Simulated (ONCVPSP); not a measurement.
# Lu: generating and testing an ONCV potential

Do these settings give a usable potential? It is generated, then checked for transferability, scattering, ghosts and hardness.

Method: ONCVPSP 4.0.1.1 (patched build), PBE, scalar-relativistic.

### 1 Starting point

The settings as typed:

| Item | Value |
| --- | --- |
| element | lutetium (Lu, Z = 71) |
| type | optimised norm-conserving Vanderbilt (ONCV) |
| frozen core | [Kr] 4d10 |
| valence charge | 25 |
| reference configuration | 4f14 5s2 5p6 5d1 6s2 |
| partial waves | 5s+6s: rc 1.65 bohr, ncon 4, nbas 7, qcut 7.2 1/bohr, 2 projectors; 5p: rc 1.35 bohr, ncon 5, nbas 9, qcut 7 1/bohr, 3 projectors, debl 1.2 Ha; 5d: rc 2.75 bohr, ncon 5, nbas 10, qcut 6.5 1/bohr, 2 projectors, debl 2.4 Ha; 4f: rc 0.75 bohr, ncon 5, nbas 10, qcut 27.7 1/bohr, 2 projectors, debl 3.2 Ha |
| local potential | polynomial inside 0.50 bohr (lpopt 2, dvloc0 0 Ha) |
| core correction | not asked for |

An earlier all-electron run gives the scale for the radii.

All-electron outer shells of the reference configuration (PBE, scalar-relativistic, ld1.x):

```csv
shell,level (eV),outermost node (bohr),outermost maximum (bohr)
4d,-191.92,0.23,0.48
5s,-61.06,0.57,1.04
5p,-31.66,0.61,1.19
4f,-9.62,–,0.47
6s,-4.66,1.41,3.08
5d,-1.75,0.68,1.84
6p,-1.34,1.73,4.26
```

### 2 Generating the potential

Contents of Lu.dat:

```
# ATOM AND REFERENCE CONFIGURATION
# atsym  z   nc   nv     iexc    psfile
  Lu 71.00    9    5        4      upf
#
#   n    l    f
    1    0    2.00
    2    0    2.00
    2    1    6.00
    3    0    2.00
    3    1    6.00
    3    2   10.00
    4    0    2.00
    4    1    6.00
    4    2   10.00
    4    3   14.00
    5    0    2.00
    5    1    6.00
    5    2    1.00
    6    0    2.00
#
# PSEUDOPOTENTIAL AND OPTIMIZATION
# lmax
    3
#
#   l,   rc,      ep,       ncon, nbas, qcut
    0    1.65    0.00    4    7    7.20
    1    1.35    0.00    5    9    7.00
    2    2.75    0.00    5   10    6.50
    3    0.75    0.00    5   10   27.70
#
# LOCAL POTENTIAL
# lloc, lpopt,  rc(5),   dvloc0
    4    2    0.50    0.00
#
# VANDERBILT-KLEINMAN-BYLANDER PROJECTORs
# l, nproj, debl
    0    2    3.40
    1    3    1.20
    2    2    2.40
    3    2    3.20
#
# MODEL CORE CHARGE
# icmod, fcfact, rcfact
    0    0.00    0.00
#
# LOG DERIVATIVE ANALYSIS
# epsh1, epsh2, depsh
   -4.00    5.00    0.02
#
# OUTPUT GRID
# rlmax, drl
    6.00    0.01
#
# TEST CONFIGURATIONS
# ncnf
    4
# nvcnf
#   n    l    f
    5
    4    3   14.00
    5    0    2.00
    5    1    6.00
    5    2    1.00
    6    0    1.00
#
    5
    4    3   14.00
    5    0    2.00
    5    1    6.00
    5    2    1.00
    6    0    0.00
#
    5
    4    3   14.00
    5    0    2.00
    5    1    6.00
    5    2    0.00
    6    0    0.00
#
    5
    4    3   13.00
    5    0    2.00
    5    1    6.00
    5    2    0.00
    6    0    0.00
#
```

Run with:

```bash
$ oncvpsp.x < Lu.dat > Lu.out
```

**Question.** What will these runs give? Wanted: cutoffs for 1 and 0.1 mHa per electron, occupied waves; bound ghosts; GHOST(+) flags; largest test error; largest phase difference near zero energy, channels read.

**Answer**, as computed:

| quantity | value |
| --- | --- |
| cutoffs for 1 and 0.1 mHa per electron, occupied waves | 281 Ha and 314 Ha |
| bound ghosts | s at -701.96 eV, p at -291.53 eV, p at -113.37 eV |
| GHOST(+) flags | d at 174 eV, d at 179 eV |
| largest test error (AE − PS) | -6.2 meV, for 4f14 5s2 5p6 5d1 6s0 (2 tests unsolved) |
| largest phase difference near zero energy, channels read | 0.000 rad |

In words: A bound ghost (s, p) makes it unfit for use: electrons can fall into a state that the atom doesn't have. The worst unpolarised test, 4f14 5s2 5p6 5d1 6s0, is off by 6.2 meV on 20.6 eV; by total energies transferability rates as good where solved. Atomic tests can pass in spite of a ghost, since they solve only for the levels asked. Of the tests 2 gave no usable energy difference, which is a warning in itself. By its cutoff, 281 Ha for the looser tolerance, it is very hard. At the looser tolerance the 4f wave is the slowest; 5p needs 28 Ha. Near zero energy the phases of the channels with partial waves agree within 0.001 rad. The program also flags highly localised states, GHOST(+) (d).
